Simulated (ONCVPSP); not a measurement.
**An ONCV potential for samarium, from input to tests**

Aim: build the potential from the settings below, then test how well it stands in for the atom: other configurations, scattering, ghost states and the plane-wave cutoff that it needs.

Program: ONCVPSP 4.0.1. Reference atom: PBE, scalar-relativistic, spherical and spin-unpolarised. All values are calculated.

## (1) The design

The settings as typed:

| Item | Value |
| --- | --- |
| element | samarium (Sm, Z = 62) |
| type | optimised norm-conserving Vanderbilt (ONCV) |
| frozen core | [Kr] 4d10 |
| valence charge | 16 |
| reference configuration | 4f6 5s2 5p6 6s1.5 (charge +0.5) |
| partial waves | 5s+6s: rc 2.25 bohr, ncon 3, nbas 8, qcut 4.5 1/bohr, 2 projectors; 5p: rc 1.75 bohr, ncon 5, nbas 10, qcut 4.3 1/bohr, 2 projectors, debl 2.3 Ha; d scattering state at 0.19 Ha: rc 1.80 bohr, ncon 4, nbas 8, qcut 5.9 1/bohr, 3 projectors, debl 2.2 Ha; 4f: rc 1.25 bohr, ncon 5, nbas 10, qcut 13.5 1/bohr, 3 projectors, debl 3.6 Ha |
| local potential | polynomial inside 1.05 bohr (lpopt 5, dvloc0 2 Ha) |
| core correction | Teter function, fcfact 5, rcfact 1.65 |

An earlier all-electron run gives the scale for the radii.

All-electron outer shells of the reference configuration (PBE, scalar-relativistic, ld1.x):

| shell | level (eV) | outermost node (bohr) | outermost maximum (bohr) |
| --- | --- | --- | --- |
| 5s | -46.20 | 0.69 | 1.27 |
| 5p | -26.16 | 0.73 | 1.43 |
| 6s | -5.92 | 1.70 | 3.57 |
| 4f | -5.37 | – | 0.61 |
| 5d | -4.31 | 0.84 | 2.14 |
| 6p | -3.17 | 2.04 | 4.64 |

## (2) The generation run

The input, Sm.dat:

```
# ATOM AND REFERENCE CONFIGURATION
# atsym  z   nc   nv     iexc    psfile
  Sm 62.00    9    4        4      upf
#
#   n    l    f
    1    0    2.00
    2    0    2.00
    2    1    6.00
    3    0    2.00
    3    1    6.00
    3    2   10.00
    4    0    2.00
    4    1    6.00
    4    2   10.00
    4    3    6.00
    5    0    2.00
    5    1    6.00
    6    0    1.50
#
# PSEUDOPOTENTIAL AND OPTIMIZATION
# lmax
    3
#
#   l,   rc,      ep,       ncon, nbas, qcut
    0    2.25    0.00    3    8    4.50
    1    1.75    0.00    5   10    4.30
    2    1.80    0.19    4    8    5.90
    3    1.25    0.00    5   10   13.50
#
# LOCAL POTENTIAL
# lloc, lpopt,  rc(5),   dvloc0
    4    5    1.05    2.00
#
# VANDERBILT-KLEINMAN-BYLANDER PROJECTORs
# l, nproj, debl
    0    2    2.90
    1    2    2.30
    2    3    2.20
    3    3    3.60
#
# MODEL CORE CHARGE
# icmod, fcfact, rcfact
    3    5.00    1.65
#
# LOG DERIVATIVE ANALYSIS
# epsh1, epsh2, depsh
   -3.00    5.00    0.02
#
# OUTPUT GRID
# rlmax, drl
    6.00    0.01
#
# TEST CONFIGURATIONS
# ncnf
    4
# nvcnf
#   n    l    f
    4
    4    3    6.00
    5    0    2.00
    5    1    6.00
    6    0    2.00
#
    4
    4    3    6.00
    5    0    2.00
    5    1    6.00
    6    0    1.00
#
    4
    4    3    6.00
    5    0    2.00
    5    1    6.00
    6    0    0.00
#
    5
    4    3    6.00
    5    0    2.00
    5    1    6.00
    6    0    0.00
    6    1    1.00
#
```

Launch:

```sh
$ oncvpsp.x < Sm.dat > Sm.out
```

What does the calculation give? Wanted: cutoffs for 1 and 0.1 mHa per electron, occupied waves; bound ghosts; GHOST(+) flags; largest phase difference near zero energy, channels read; rms error of d²Exc/dn², without and with the model core; projector energies reset by the program.

As calculated:

```
                                                quantity                                                                                           value
  cutoffs for 1 and 0.1 mHa per electron, occupied waves                                                                                82 Ha and 106 Ha
                                            bound ghosts                                                                                  s at -93.66 eV
                                          GHOST(+) flags  p at 116 eV, d at 243 eV, d at 1322 eV, d at 2266 eV (1 near or above the test basis's cutoff)
largest phase difference near zero energy, channels read                                                                                       0.000 rad
 rms error of d²Exc/dn², without and with the model core                                                                               8.03 and 4.21 mHa
                 projector energies reset by the program                                                                       d: 0.050, 2.250, 4.450 Ha
```

A bound ghost (s) makes it unfit for use: electrons can fall into a state that the atom doesn't have. By its cutoff, 82 Ha for the looser tolerance, it is very hard. At the looser tolerance the 4f wave is the slowest; 5p needs 63 Ha. Near zero energy the phases of the channels with partial waves agree within 0.001 rad. The program also flags highly localised states, GHOST(+) (p, d). These are tests on the free atom; a crystal test is still owed.
